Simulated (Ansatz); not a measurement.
# CH₅Al₂N: basis-set convergence

An exercise on one series of results from a longer session: the logs are not shown, and one member is left open.

Computed with Ansatz 0.2.0, Gaussian basis. Level: one geometry, several basis sets.

Plan: PBE0-D4/def2-SVP; ωB97M-V/def2-SVP; PBE0-D4/def2-QZVPP; ωB97M-V/def2-QZVPP; the functionals' def2-TZVPP values are taken from earlier runs.

## The geometry

The geometry comes from an earlier relaxation with PBE0-D4 in a triple-zeta def2 set; it is a stationary point, not always the lowest conformer.

9 atoms, charge 0, spin multiplicity 1.

Atoms are counted from 1 here; the program's logs count them from 0.

Bond lengths: Al1–C2 2.083 Å, Al1–Al4 2.591 Å, Al1–H5 1.598 Å, Al1–H6 1.598 Å, C2–N3 1.297 Å, C2–H7 1.100 Å, N3–Al4 1.963 Å, N3–H8 1.019 Å, Al4–H9 1.607 Å. Angles: C2–Al1–Al4 67.3°, C2–Al1–H5 110.4°, C2–Al1–H6 110.5°, Al4–Al1–H5 117.6°, Al4–Al1–H6 117.7°, H5–Al1–H6 120.1°, Al1–C2–N3 111.8°, Al1–C2–H7 132.5°, N3–C2–H7 115.7°, C2–N3–Al4 105.4°, C2–N3–H8 118.5°, Al4–N3–H8 136.1°, Al1–Al4–N3 75.5°, Al1–Al4–H9 176.5°, N3–Al4–H9 108.0°.

As a file:

```xyz
9

Al   -1.09122    1.10436    0.23986
C     0.84488    0.53872   -0.28216
N     0.99854   -0.74818   -0.23815
Al   -0.74240   -1.46229    0.31957
H    -1.85640    1.70789   -1.02671
H    -1.08817    1.89688    1.62758
H     1.73230    1.11581   -0.57949
H     1.91008   -1.13676   -0.47641
H    -0.61922   -3.06263    0.39870
```

Set-up of the first run:

Input file in.yaml:

```yaml
crystal:
  periodic: [false, false, false]
  atoms:
    - {symbol: Al, position_ang: [-1.091215, 1.104361, 0.239865]}
    - {symbol: C, position_ang: [0.844885, 0.538722, -0.282163]}
    - {symbol: N, position_ang: [0.998537, -0.748183, -0.238149]}
    - {symbol: Al, position_ang: [-0.742405, -1.462287, 0.319575]}
    - {symbol: H, position_ang: [-1.856397, 1.707889, -1.026713]}
    - {symbol: H, position_ang: [-1.088169, 1.896875, 1.627576]}
    - {symbol: H, position_ang: [1.732298, 1.115813, -0.579485]}
    - {symbol: H, position_ang: [1.910082, -1.136758, -0.476411]}
    - {symbol: H, position_ang: [-0.619216, -3.062632, 0.398704]}
basis:
  gaussian: {orbitals: def2-SVP}
hamiltonian: {xc: pbe0, dispersion: d4}
output: {orbitals: {seedname: orbitals}}
```

Launch:

```
ansatz run in.yaml --threads 2 --pin off --events-out ev --progress --plain --max-ram 4352MiB
```

Among the steps run: PBE0-D4 in def2-SVP; ωB97M-V in def2-SVP; PBE0-D4 in def2-QZVPP; ωB97M-V in def2-QZVPP.

One table of the session follows, with a row left open; its other results are not shown here.

It belongs to the step «Functionals by basis». 

| functional | basis | HOMO (eV) | LUMO (eV) |
| --- | --- | --- | --- |
| PBE0-D4 | def2-SVP | -6.18 | -2.06 |
| PBE0-D4 | def2-TZVPP | ? | ? |
| PBE0-D4 | def2-QZVPP | -6.18 | -2.12 |
| ωB97M-V | def2-SVP | -8.02 | -0.04 |
| ωB97M-V | def2-TZVPP | -8.07 | -0.14 |
| ωB97M-V | def2-QZVPP | -8.08 | -0.24 |

Estimate the missing values for PBE0-D4, def2-TZVPP.

**Answer.** HOMO (eV): -6.18; LUMO (eV): -2.10.
